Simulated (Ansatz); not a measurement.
# F₂H₄O₃Si₂: up Jacob's ladder to CCSD(T)

An exercise on one series of results from a longer session: the logs are not shown, and one member is left open.

Computed with Ansatz 0.2.0, Gaussian basis. Level: functionals in def2-TZVPP, the program's frozen cores in correlated methods.

Plan: LDA (SPW92), PBE-D4, revPBE-D4, BLYP-D4, r2SCAN-D4, B97M-V, PBE0-D4, B3LYP-D4, r2SCANh-D4, r2SCAN0-D4, HSE06-D4, BHLYP-D4, CAM-B3LYP-D4, LC-ωPBE, ωB97X-V, ωB97M-V, B2PLYP, PBE-QIDH; CCSD(T)/def2-SVP; CCSD(T)/def2-TZVPP; CCSD(T)/def2-QZVPP; extrapolation to the limit; RPA on PBE.

**The relaxed structure**

The geometry comes from an earlier relaxation with PBE0-D4 in a triple-zeta def2 set; it is a stationary point, not always the lowest conformer.

SMILES `O[SiH](O)O[SiH](F)F`, 11 atoms, charge 0, spin multiplicity 1.

Atoms are counted from 1 here; the program's logs count them from 0.

Bond lengths: O1–Si2 1.634 Å, O1–H8 0.958 Å, Si2–O3 1.629 Å, Si2–O4 1.634 Å, Si2–H9 1.470 Å, O3–H10 0.959 Å, O4–Si5 1.602 Å, Si5–F6 1.588 Å, Si5–F7 1.579 Å, Si5–H11 1.464 Å. Angles: Si2–O1–H8 117.9°, O1–Si2–O3 113.1°, O1–Si2–O4 104.0°, O1–Si2–H9 112.9°, O3–Si2–O4 111.8°, O3–Si2–H9 105.8°, O4–Si2–H9 109.3°, Si2–O3–H10 118.9°, Si2–O4–Si5 145.4°, O4–Si5–F6 109.0°, O4–Si5–F7 109.6°, O4–Si5–H11 112.7°, F6–Si5–F7 106.9°, F6–Si5–H11 109.5°, F7–Si5–H11 109.1°.

Set-up of the first run:

File in.yaml:

```yaml
crystal:
  periodic: [false, false, false]
  atoms:
    - {symbol: O, position_ang: [-1.618177, -1.053906, -0.917424]}
    - {symbol: Si, position_ang: [-1.213599, 0.143603, 0.117567]}
    - {symbol: O, position_ang: [-1.082494, -0.361072, 1.661198]}
    - {symbol: O, position_ang: [0.209721, 0.700787, -0.461003]}
    - {symbol: Si, position_ang: [1.799585, 0.502696, -0.466652]}
    - {symbol: F, position_ang: [2.177013, -0.676189, 0.528196]}
    - {symbol: F, position_ang: [2.498517, 1.807408, 0.083080]}
    - {symbol: H, position_ang: [-2.420911, -1.546321, -0.741122]}
    - {symbol: H, position_ang: [-2.192707, 1.239397, 0.135936]}
    - {symbol: H, position_ang: [-0.417221, -1.016700, 1.880359]}
    - {symbol: H, position_ang: [2.325773, 0.203299, -1.799532]}
basis:
  gaussian: {orbitals: def2-TZVPP}
hamiltonian: {xc: lda}
output: {orbitals: {seedname: orbitals}}
```

Steps of the session up to this table: LDA; PBE-D4 (GGA); revPBE-D4 (GGA); BLYP-D4 (GGA); r2SCAN-D4 (meta-GGA); B97M-V (meta-GGA); PBE0-D4 (hybrid); B3LYP-D4 (hybrid); r2SCANh-D4 (hybrid); r2SCAN0-D4 (hybrid); HSE06-D4 (hybrid); BHLYP-D4 (hybrid); CAM-B3LYP-D4 (range-separated); LC-ωPBE (range-separated); ωB97X-V (range-separated); ωB97M-V (range-separated); B2PLYP (double hybrid); PBE-QIDH (double hybrid).

One of the session's tables, all rows but one given; the rest of the session is left out.

It belongs to the step «Frontier levels by functional». 

| functional | HOMO (eV) | LUMO (eV) | gap (eV) |
| --- | --- | --- | --- |
| LDA (SPW92) | -7.94 | -0.56 | 7.38 |
| PBE-D4 | -7.73 | -0.37 | 7.36 |
| revPBE-D4 | -7.65 | -0.27 | 7.38 |
| BLYP-D4 | -7.63 | -0.40 | 7.23 |
| r2SCAN-D4 | -8.14 | 0.29 | 8.43 |
| B97M-V | -8.24 | -0.14 | 8.11 |
| PBE0-D4 | -9.46 | 0.52 | 9.98 |
| B3LYP-D4 | -9.19 | 0.14 | 9.33 |
| r2SCANh-D4 | ? | ? | ? |
| r2SCAN0-D4 | -9.76 | 0.94 | 10.70 |
| HSE06-D4 | -9.05 | 0.15 | 9.20 |
| BHLYP-D4 | -11.11 | 1.15 | 12.26 |
| CAM-B3LYP-D4 | -10.97 | 1.27 | 12.25 |
| LC-ωPBE | -12.35 | 2.63 | 14.98 |
| ωB97X-V | -11.99 | 2.42 | 14.41 |
| ωB97M-V | -11.90 | 1.96 | 13.87 |

**Question.** Estimate the row for r2SCANh-D4.

Worked estimate for «HOMO (eV)». Against the share of exact exchange, r2SCAN-D4 (0, -8.14), r2SCAN0-D4 (0.25, -9.76) give a slope of -6.48 per unit share; at 0.1 the line stands at -8.79.

As computed: HOMO (eV): -8.79; LUMO (eV): 0.56; gap (eV): 9.34. In «HOMO (eV)» the line misses by 0.00.
